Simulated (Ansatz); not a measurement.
**C2H7FSi2: how energies converge with the basis set**

An exercise on one series of results from a longer session: the logs are not shown, and one member is left open.

Method: one geometry, several basis sets; program: Ansatz 0.2.0, Gaussian basis.

Plan: PBE0-D4/def2-SVP; ωB97M-V/def2-SVP; PBE0-D4/def2-QZVPP; ωB97M-V/def2-QZVPP; the functionals' def2-TZVPP values are taken from earlier runs.

### The relaxed structure

The geometry comes from an earlier relaxation with PBE0-D4 in a triple-zeta def2 set; it is a stationary point, not always the lowest conformer.

SMILES `FC1C[SiH2][SiH2]1`, 12 atoms, charge 0, spin multiplicity 1.

Atoms are counted from 1 here; the program's logs count them from 0.

Bond lengths: F1–C2 1.401 Å, C2–C3 1.535 Å, C2–Si5 1.932 Å, C2–H6 1.093 Å, C3–Si4 1.911 Å, C3–H7 1.093 Å, C3–H8 1.096 Å, Si4–Si5 2.333 Å, Si4–H9 1.486 Å, Si4–H10 1.488 Å, Si5–H11 1.485 Å, Si5–H12 1.490 Å. Angles: F1–C2–C3 108.3°, F1–C2–Si5 107.3°, F1–C2–H6 106.9°, C3–C2–Si5 98.4°, C3–C2–H6 114.3°, Si5–C2–H6 120.9°, C2–C3–Si4 99.2°, C2–C3–H7 112.7°, C2–C3–H8 108.8°, Si4–C3–H7 119.6°, Si4–C3–H8 108.2°, H7–C3–H8 107.8°, C3–Si4–Si5 76.1°, C3–Si4–H9 113.7°, C3–Si4–H10 116.2°, Si5–Si4–H9 116.0°, Si5–Si4–H10 122.5°, H9–Si4–H10 109.0° and more.

Set-up of the first run:

Contents of in.yaml:

```yaml
crystal:
  periodic: [false, false, false]
  atoms:
    - {symbol: F, position_ang: [-0.725864, 1.861183, 0.507929]}
    - {symbol: C, position_ang: [0.020831, 0.747984, 0.916951]}
    - {symbol: C, position_ang: [-0.822573, -0.511689, 0.677359]}
    - {symbol: Si, position_ang: [-0.475178, -0.763350, -1.184978]}
    - {symbol: Si, position_ang: [1.374113, 0.440383, -0.427061]}
    - {symbol: H, position_ang: [0.294386, 0.914374, 1.961885]}
    - {symbol: H, position_ang: [-1.853086, -0.401719, 1.023760]}
    - {symbol: H, position_ang: [-0.372019, -1.347223, 1.225166]}
    - {symbol: H, position_ang: [-1.411842, -0.027619, -2.072885]}
    - {symbol: H, position_ang: [-0.375897, -2.173350, -1.648963]}
    - {symbol: H, position_ang: [1.973777, 1.646789, -1.052867]}
    - {symbol: H, position_ang: [2.450254, -0.441062, 0.107604]}
basis:
  gaussian: {orbitals: def2-SVP}
hamiltonian: {xc: pbe0, dispersion: d4}
output: {orbitals: {seedname: orbitals}}
```

The run is started by

```console
> ansatz run in.yaml --threads 4 --pin off --events-out ev --progress --plain --max-ram 10444MiB
```

Steps of the session up to this table: PBE0-D4 in def2-SVP; ωB97M-V in def2-SVP; PBE0-D4 in def2-QZVPP; ωB97M-V in def2-QZVPP.

One table of the session follows, with a row left open; its other results are not shown here.

It belongs to the step «Density functionals: the series». 

| functional | basis | HOMO (eV) | LUMO (eV) |
| --- | --- | --- | --- |
| PBE0-D4 | def2-SVP | ? | ? |
| PBE0-D4 | def2-TZVPP | -7.67 | -0.15 |
| PBE0-D4 | def2-QZVPP | -7.68 | -0.28 |
| ωB97M-V | def2-SVP | -9.72 | 2.02 |
| ωB97M-V | def2-TZVPP | -9.72 | 1.46 |
| ωB97M-V | def2-QZVPP | -9.73 | 1.08 |

Q: Estimate the row for PBE0-D4, def2-SVP from the others.

The run gave: HOMO (eV): -7.68; LUMO (eV): 0.16.
